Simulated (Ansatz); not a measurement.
# ClFH₃NOTi: one species, many methods

The task here is to estimate one member of a computed series from the others.

Computed with Ansatz 0.2.0, Gaussian basis. Level: functionals in def2-TZVPP, the program's frozen cores in correlated methods.

Levels to be run: LDA (SPW92), PBE-D4, revPBE-D4, BLYP-D4, r2SCAN-D4, B97M-V, PBE0-D4, B3LYP-D4, r2SCANh-D4, r2SCAN0-D4, HSE06-D4, BHLYP-D4, CAM-B3LYP-D4, LC-ωPBE, ωB97X-V, ωB97M-V, B2PLYP, PBE-QIDH; CCSD(T)/def2-SVP; CCSD(T)/def2-TZVPP; MP2/def2-QZVPP; extrapolation to the limit; RPA on PBE.

### The relaxed structure

All runs share one geometry, relaxed beforehand with PBE0-D4 in a triple-zeta def2 set.

SMILES `[NH2][Ti]([OH])([F])[Cl]`, 8 atoms, charge 0, spin multiplicity 1.

Atoms are counted from 1 here; the program's logs count them from 0.

Bond lengths: N1–Ti2 1.854 Å, N1–H6 1.010 Å, N1–H7 1.011 Å, Ti2–O3 1.765 Å, Ti2–F4 1.759 Å, Ti2–Cl5 2.218 Å, O3–H8 0.957 Å. Angles: Ti2–N1–H6 124.3°, Ti2–N1–H7 124.5°, H6–N1–H7 111.2°, N1–Ti2–O3 106.6°, N1–Ti2–F4 109.0°, N1–Ti2–Cl5 110.0°, O3–Ti2–F4 114.3°, O3–Ti2–Cl5 110.1°, F4–Ti2–Cl5 106.8°, Ti2–O3–H8 145.1°.

The first run:

in.yaml

```yaml
crystal:
  periodic: [false, false, false]
  atoms:
    - {symbol: N, position_ang: [-1.061816, 0.916497, 0.144941]}
    - {symbol: Ti, position_ang: [0.381359, -0.136813, -0.351148]}
    - {symbol: O, position_ang: [0.480878, -1.443069, 0.830923]}
    - {symbol: F, position_ang: [0.151973, -0.676501, -2.009812]}
    - {symbol: Cl, position_ang: [2.244928, 1.064923, -0.318094]}
    - {symbol: H, position_ang: [-1.517479, 0.869226, 1.045527]}
    - {symbol: H, position_ang: [-1.475347, 1.631980, -0.437423]}
    - {symbol: H, position_ang: [0.887704, -2.283445, 1.039385]}
basis:
  gaussian: {orbitals: def2-TZVPP}
hamiltonian: {xc: lda}
output: {orbitals: {seedname: orbitals}}
```

On the command line:

```sh
$ ansatz run in.yaml --threads 4 --pin off --events-out ev --progress --plain --max-ram 10444MiB
```

Among the steps run: LDA; PBE-D4 (GGA); revPBE-D4 (GGA); BLYP-D4 (GGA); r2SCAN-D4 (meta-GGA); B97M-V (meta-GGA); PBE0-D4 (hybrid); B3LYP-D4 (hybrid); r2SCANh-D4 (hybrid); r2SCAN0-D4 (hybrid); HSE06-D4 (hybrid); BHLYP-D4 (hybrid); CAM-B3LYP-D4 (range-separated); LC-ωPBE (range-separated); ωB97X-V (range-separated); ωB97M-V (range-separated); B2PLYP (double hybrid); PBE-QIDH (double hybrid).

One table of the session follows, with a row left open; its other results are not shown here.

It belongs to the step «Frontier levels by functional». 

```
  functional  HOMO (eV)  LUMO (eV)  gap (eV)
 LDA (SPW92)      -6.88      -3.44      3.45
      PBE-D4      -6.69      -3.19      3.50
   revPBE-D4      -6.62      -3.11      3.51
     BLYP-D4      -6.56      -3.11      3.46
   r2SCAN-D4      -7.01      -3.12      3.88
      B97M-V      -7.06      -3.13      3.94
     PBE0-D4      -8.10      -2.19      5.91
    B3LYP-D4      -7.85      -2.49      5.37
  r2SCANh-D4          ?          ?         ?
  r2SCAN0-D4      -8.32      -2.13      6.19
    HSE06-D4      -7.70      -2.58      5.12
    BHLYP-D4      -9.40      -1.02      8.38
CAM-B3LYP-D4      -9.50      -1.08      8.43
     LC-ωPBE     -10.89       0.10     10.99
     ωB97X-V     -10.51       0.08     10.59
     ωB97M-V     -10.39       0.08     10.47
```

Q: Estimate the row for r2SCANh-D4 from the others.

Worked estimate for «HOMO (eV)». Against the share of exact exchange, r2SCAN-D4 (0, -7.01), r2SCAN0-D4 (0.25, -8.32) give a slope of -5.24 per unit share; at 0.1 the line stands at -7.53.

As computed: HOMO (eV): -7.53; LUMO (eV): -2.73; gap (eV): 4.80. In «HOMO (eV)» the line misses by 0.00.
